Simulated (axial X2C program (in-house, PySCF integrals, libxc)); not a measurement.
**All-electron X2C curves of BaH⁺**

What are the state, bond length, wavenumber and bond energy of BaH⁺, and what does spin–orbit coupling change?

Method: all-electron X2C, Ba dyall-cv3z, H dyall-v3z; program: an in-house X2C program for linear molecules on PySCF integrals.

All values are calculated.

## (1) Set-up

task.json reads:

```json
{
 "zs": [
  56,
  1
 ],
 "q": 1,
 "bas": [
  "dyall-cv3z",
  "dyall-v3z"
 ],
 "levels": [
  "PBE0",
  "HF",
  "r2SCAN"
 ],
 "cc": true,
 "r0": 2.28,
 "thr": -2.0,
 "nmax": 90,
 "npts": 10,
 "nst": 2,
 "ntry": 6
}
```

Keys: zs atomic numbers; q charge; bas basis sets; levels methods (HF also brings MP2); cc coupled cluster on or off; r0 starting distance in Å; thr threshold in hartree for freezing inner shells (an s shell follows its p shell); nmax most natural virtual spinors; npts points asked for on the curve; nst determinants followed; ntry starts of the search.

Command:

```console
$ python so2c.py task.json out
```

Spin-free means the one-electron spin-free X2C Hamiltonian; two-component (2c) means X2C with spin–orbit coupling and atomic mean-field two-electron Coulomb and Gaunt terms. Basis: Ba dyall-cv3z contracted to [14s14p9d5f1g], H dyall-v3z contracted to [6s2p1d]; Gaussian nuclei, density fitting. Masses: Ba 137.905 u, H 1.008 u.

Notation: σ, π±, δ± give the projection m of an orbital's angular momentum (0, ±1, ±2), α and β its spin, Λ and M_S the sums; ω is the projection of a spinor's total angular momentum and Ω the sum. Logs are in hartree.

Further steps of the session: PBE0, spin-free; HF, spin-free; r2SCAN, spin-free; MP2 and beyond, spin-free; PBE0, 2c; HF, 2c; r2SCAN, 2c; MP2 and beyond, 2c.

**Question.** What will these runs give? Wanted: for each run, Hamiltonian; Re; ωe; De; μ.

As calculated:

Lowest determinant that the search found at its distance (another Ω component may lie lower), spin-free: M_S = 0, Λ = 0 (closed shell).

Lowest determinant that the search found at its distance (another Ω component may lie lower), 2c: Ω = 0 (closed shell).

| Hamiltonian | level | Re (Å) | ωe (cm⁻¹) | De (eV) | μ (D) |
| --- | --- | --- | --- | --- | --- |
| spin-free | PBE0 | 2.121 | 1372 | 2.54 | -4.70 |
| spin-free | HF | 2.177 | 1336 | 1.59 | -5.96 |
| spin-free | MP2 | 2.128 | 1378 | 2.20 | n/a |
| spin-free | CCSD | 2.142 | 1342 | 2.41 | n/a |
| spin-free | CCSD(T) | 2.141 | 1340 | 2.42 | n/a |
| spin-free | r2SCAN | 2.125 | 1368 | 2.71 | -4.68 |
| 2c | PBE0 | 2.120 | 1373 | 2.55 | -4.68 |
| 2c | HF | 2.176 | 1336 | 1.59 | -5.94 |
| 2c | MP2 | 2.127 | 1379 | 2.20 | n/a |
| 2c | CCSD | 2.141 | 1343 | 2.42 | n/a |
| 2c | CCSD(T) | 2.140 | 1341 | 2.42 | n/a |
| 2c | r2SCAN | 2.124 | 1368 | 2.72 | -4.66 |

Dipoles are positive if H is the positive end and refer to the centre of mass.

**Reading.** At CCSD(T), going from spin-free to two-component changes Re by -1 mÅ, ωe by +0.1 %; the spin-free picture holds up (part of it comes from the scalar share of the two-electron terms). De moves by 0.00 eV; both De rest on single-determinant atoms, which can miss part of an open shell's spin–orbit lowering.

De refers to Ba+ + H, the ground-state fragments, which need not be this curve's own limit. The state is a single determinant with fixed occupations, the lowest that a limited PBE0 search found. The closed shell is kept restricted; where the fragments are open shells, the energy then runs too high at long range. Dissociation energies refer to the lowest single-determinant-based atoms at the same level and basis. Coupled cluster ran in a truncated set of natural virtual spinors; the MP2 energy of the rest was added. The meta-GGAs lack a current-density term, which matters for open shells with orbital currents, atoms included.
